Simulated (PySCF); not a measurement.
Molecule: FGaClH, in a box.

```
F Ga Cl H
1.0
    12.00000    0.00000    0.00000
     0.00000   13.00000    0.00000
     0.00000    0.00000   11.00000
F Ga Cl H
1 1 1 1
Direct
  0.39007 0.51548 0.54135
  0.52596 0.51965 0.50789
  0.61597 0.38625 0.54941
  0.58278 0.62112 0.46075
```

The cell isn't the ideal one: atoms moved at random, drawn with an rms of 0.05 Å.

Base run:

- Program: PySCF 2.14.0
- Functional: PBE50
- Potentials or basis: 6-31g* (all-electron)
- k mesh: 1 × 1 × 1
- Occupations: fixed
- Spin: no spin polarisation

Its results: gap between the frontier levels 10.11 eV.

After a change of settings the same cell gave: gap between the frontier levels 5.62 eV. Which change was it?
A. functional from PBE50 to SOGGA11
B. functional from PBE50 to PBE
C. functional from PBE50 to TPSSh; dispersion from none to D4

B.

PBE50 gives the wider gap, since exact exchange removes part of the self-interaction.

Caveats: this is a molecule in a periodic box at the Γ point, so its band gap is the HOMO-LUMO gap; relativity is left out, which matters for the heavier elements; the basis of atomic orbitals isn't converged, which shifts pressures, moduli and gaps.
